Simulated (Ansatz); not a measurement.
# TlPb2: the cost of one run

Method: DFT PBE, scalar-relativistic, plane waves, PAW, in Ansatz 0.2.0.

**1. The structure to begin with**

The structure is hexagonal, space group P6/mmm (No. 191). Conventional cell: a = 5.086 Å, b = 5.086 Å, c = 3.769 Å, α = 90.00°, β = 90.00°, γ = 120.00°. Tl (site symmetry 6/mmm) is surrounded by 12 Pb at 3.49 Å and 2 Tl at 3.77 Å. Around Pb (site symmetry -6m2) lie 3 Pb at 2.94 Å.

Structure file:

```xyz
3
Lattice="5.0859 0.0000 0.0000 -2.5429 4.4045 0.0000 0.0000 0.0000 3.7694" Properties=species:S:1:pos:R:3 pbc="T T T"
Tl    0.0000    0.0000    0.0000
Pb    0.0000    2.9363    1.8847
Pb    2.5429    1.4682    1.8847
```

Recipe of the guess: species swapped into a database cell of YHg2 (P6/mmm, No. 191), with Tl on the Y sites and Pb on the Hg sites. Its size is a rough estimate.

**2. A first look at the guess**

input.yaml reads:

```yaml
crystal:
  lattice:
    - [5.08588391, 0.0, 0.0]
    - [-2.54294196, 4.40450467, 0.0]
    - [0.0, 0.0, 3.76937447]
  atoms:
    - { symbol: Tl, position: [0.0, 0.0, 0.0] }
    - { symbol: Pb, position: [0.33333333, 0.66666667, 0.5] }
    - { symbol: Pb, position: [0.66666667, 0.33333333, 0.5] }
basis:
  ecutwfc: 420
kpoints:
  mp_grid: { grid: [6, 6, 4] }
hamiltonian:
  xc: pbe
scf:
  occupations: { method: gaussian, width: 0.1 }
  lower_state_search: "off"
output:
  forces: true
  stress: true
  eigenvalues: true
```

Run with:

```sh
$ ansatz run input.yaml --threads 1 --pin off --max-ram 2560MiB --backend cpu --events-out ev --progress --plain --runs-dir out
```

**Question.** How long does this run take on 1 thread of Arm Neoverse V2, shared host, and how much memory does it need?

About 2.1 s, with a peak of 0.35 GiB.
